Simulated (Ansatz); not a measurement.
# InHCl radical: one structure at several levels

An exercise on one series of results from a longer session: the logs are not shown, and one member is left open.

Method: single points in def2-TZVPP; program: Ansatz 0.2.0, Gaussian basis.

Cores are frozen in the correlated methods. Filled d shells of the heavier atoms are correlated. Core potentials replace the inner electrons past krypton, and spin-orbit coupling is left out. Orbitals are unrestricted. B3LYP uses VWN-RPA correlation.

## The system as given

3 atoms, charge 0, spin multiplicity 2.

Atoms are counted from 1 here; the program's logs count them from 0.

Bond lengths: Cl1–In2 2.508 Å.

As a file:

```
Cl   -1.8834    0.5438   -1.0274
In    0.3112    0.5226    0.1855
H     1.5430   -1.3511    0.8498
```

The first run:

Input file run/in.yaml:

```yaml
crystal:
  periodic: [false, false, false]
  atoms:
    - {symbol: Cl, position_ang: [-1.883400, 0.543800, -1.027400]}
    - {symbol: In, position_ang: [0.311200, 0.522600, 0.185500]}
    - {symbol: H, position_ang: [1.543000, -1.351100, 0.849800]}
basis:
  gaussian: {orbitals: def2-TZVPP}
magnetization: {spin_polarized: true, initial_magnetization: 1}
correlation: {method: ccsd_t}
scf: {omitted_lower_state_checks: [cluster_reference]}
output: {forces: true}
```

No record of the launch command was kept for these runs.

Among the steps run: CCSD(T)/def2-TZVPP; PBE0-D4/def2-TZVPP; wB97M-V/def2-TZVPP; r2SCAN-D4/def2-TZVPP; PBE-D4/def2-TZVPP; r2SCAN0-D4/def2-TZVPP; B3LYP-D4/def2-TZVPP.

One of the session's tables, all rows but one given; the rest of the session is left out.

```
    method  RMS force component (eV/Å)  angle to CCSD(T) forces (°)  dipole (D)
   CCSD(T)                       0.525                    reference        3.55
   PBE0-D4                       0.497                          4.6        3.47
   wB97M-V                       0.536                          3.4        3.50
 r2SCAN-D4                       0.488                          3.4        3.36
    PBE-D4                       0.427                         15.1        3.13
r2SCAN0-D4                       0.527                          2.0        3.59
  B3LYP-D4                           ?                            ?           ?
```

Estimate the missing values for B3LYP-D4.

As computed: RMS force component (eV/Å): 0.412; angle to CCSD(T) forces (°): 14.5; dipole (D): 3.37. In the column «RMS force component (eV/Å)» it is the lowest.

To keep in mind: The unrestricted reference is spin-contaminated, which hurts MP2 most.
